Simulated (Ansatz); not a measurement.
Predict the output of the script below (the Ansatz DFT code, driven from Python).

`ch3zn_tae.py`:
```python
# -*- coding: utf-8 -*-
'''Atomisation energy of CH3Zn at the given geometry.'''

from collections import Counter
from dataclasses import dataclass

import ansatz as az


@dataclass
class Settings:
    basis: str = 'def2-SVPD'
    method: str = 'ccsd_t'


cfg = Settings()


def total_energy(molecule, charge=0, unpaired=0):
    calc = molecule.calculation().basis(gaussian=cfg.basis).correlation(cfg.method)
    if charge:
        calc = calc.charge(charge)
    if unpaired:
        calc = calc.spin('collinear', total=unpaired)
    report = calc.run(threads=1, pin='off').report
    if report['published_state_doubts']:
        print('  doubts:', report['published_state_doubts'])
    return report['free_energy_ev']


def main():
    geometry = (
        az.Crystal.molecule()
        .atom('C', (0.0998, -0.2323, -0.0036))
        .atom('Zn', (-0.7611, 1.4309, 0.7184))
        .atom('H', (0.3137, -1.0886, 0.5441))
        .atom('H', (-0.5608, -0.4684, -0.8404))
        .atom('H', (0.9583, 0.2847, -0.4599))
    )

    # unpaired electrons of the ground-state atoms
    unpaired = {'C': 2, 'Zn': 0, 'H': 1}
    counts = Counter(site.symbol for site in geometry.cartesian_sites)
    atom_energy = {s: total_energy(az.Crystal.molecule().atom(s, (0, 0, 0)), 0, unpaired[s]) for s in counts}
    whole = total_energy(geometry, 0, 1)
    for s, e in atom_energy.items():
        print(f'{s:2s} x{counts[s]}  {e:14.5f} eV')
    print(f'CH3Zn: {whole:.5f} eV')
    split = sum(counts[s] * e for s, e in atom_energy.items()) - whole
    print(f'atomisation energy (no zero-point term): {split:.3f} eV, {split / sum(counts.values()):.3f} eV an atom')


if __name__ == '__main__':
    main()
```

```console
$ python ch3zn_tae.py
C  x1     -1026.46722 eV
Zn x1    -48379.42393 eV
H  x3       -13.58606 eV
CH3Zn: -49460.36266 eV
atomisation energy (no zero-point term): 13.713 eV, 2.743 eV an atom
```

13.713 eV from the electronic energies, without the zero-point term.

Caveats:
- Total energies depend on the basis set; only differences at equal settings carry meaning.
- The geometry is a force-field or estimated start, not a minimum of this method, and the basis set is short of its limit. All parts are taken at fixed geometry, without zero-point energy.
- The species is open-shell (spin multiplicity 2).
- In double-zeta sets correlated atomisation energies come out some 10 to 15 % low.
- Run time: 31 s on 1 thread of Arm Neoverse V1, on a shared host, peak memory 0.56 GiB.
